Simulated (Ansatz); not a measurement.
# C (diamond type): the cost of one run

Program: Ansatz 0.2.0. Level of theory: DFT, r2SCAN, PAW with Ansatz's default frozen-core files, scalar-relativistic. These are calculated values, not measurements.

### 1 The starting structure

The structure is cubic, space group Fd-3m (No. 227). Conventional cell: a = 3.573 Å, b = 3.573 Å, c = 3.573 Å, α = 90.00°, β = 90.00°, γ = 90.00°. C (site symmetry -43m) has 4 C at 1.55 Å as nearest neighbours.

Structure file:

```
CELL_PARAMETERS angstrom
0.00000 1.78632 1.78632
1.78632 0.00000 1.78632
1.78632 1.78632 0.00000
ATOMIC_POSITIONS crystal
C 0.87500 0.87500 0.87500
C 0.12500 0.12500 0.12500
```

Atoms are numbered in the order of the input: C1, C2.

### 2 Bulk cell relaxed, PAW

The input, input.yaml:

```yaml
crystal:
  lattice:
    - [0.0, 1.7863159877, 1.7863159877]
    - [1.7863159877, 0.0, 1.7863159877]
    - [1.7863159877, 1.7863159877, 0.0]
  atoms:
    - { symbol: C, position: [-0.125, -0.125, -0.125] }
    - { symbol: C, position: [0.125, 0.125, 0.125] }
kpoints:
  mp_grid: { grid: [16, 16, 16] }
scf:
  occupations: { method: fermi_dirac, width: 0.02 }
hamiltonian:
  xc: r2scan
  pseudopotentials: { kind: paw }
output:
  forces: true
  stress: true
  write_density: true
  write_potential: true
  elf: true
  volumetric_format: npy
relax:
  f_tol: 0.005
  max_steps: 40
  cell: {}
```

Command:

```console
$ ansatz run input.yaml --threads 2 --pin off --max-ram 4096MiB --backend cpu --events-out ev --progress --plain --runs-dir out
```

**Question.** How long does this run take on 2 threads of Intel Xeon Platinum 8488C (Sapphire Rapids), shared host, and how much memory does it need?

About 2.8 s, with a peak of 0.37 GiB.
